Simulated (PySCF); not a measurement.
# C4H7ClSi: the cost of one run

Computed with PySCF 2.14.0, with density-fitted response routines of our own, on a single molecule in the gas phase. Atoms are numbered from 0 throughout.

**1. The molecule as given**

13 atoms, charge 0, multiplicity 1; geometry from: GFN2-xTB. The atoms were then displaced at random by about 0.01 Å, so the start is not that level's minimum.

Bonds of the start (Å): C0–C1 1.21, C1–C2 1.46, C2–C3 1.50, C3–Si4 1.92, C3–Cl5 1.83, C0–H6 1.05, C2–H7 1.07, C2–H8 1.09, C3–H9 1.08, Si4–H10 1.48, Si4–H11 1.47, Si4–H12 1.48.

**2. Relaxing the molecule at PBE0-D3(BJ)/def2-SVP**

The job: settings as JSON, then the geometry in Å.

```
{"job": {"xc": "PBE0", "basis": "def2-SVP", "d3": "d3bj", "grid": 1, "shake": 0.01, "kind": "geom"}, "charge": 0, "multiplicity": 1}
C      2.496630     0.624140    -0.698780
C      1.488490    -0.036450    -0.756770
C      0.297480    -0.878220    -0.794410
C     -0.447990    -0.714750     0.500310
Si    -1.308410     0.990550     0.723590
Cl    -1.823450    -1.915320     0.501900
H      3.345800     1.247450    -0.673690
H     -0.286430    -0.600770    -1.650730
H      0.631310    -1.912330    -0.888950
H      0.146290    -0.988430     1.363830
H     -2.052140     0.947590     2.002370
H     -0.250220     2.014730     0.772890
H     -2.231530     1.204930    -0.411890
```

On the command line:

```bash
$ OMP_NUM_THREADS=1 python probes_run.py task.json out
```

The driver reads the jobs from task.json and runs them one after another.

**Question.** How long does this first job take on 1 thread of Intel Xeon 6975P-C, shared host, and how much memory does it need?

About 22 s, with a peak of 0.5 GiB.
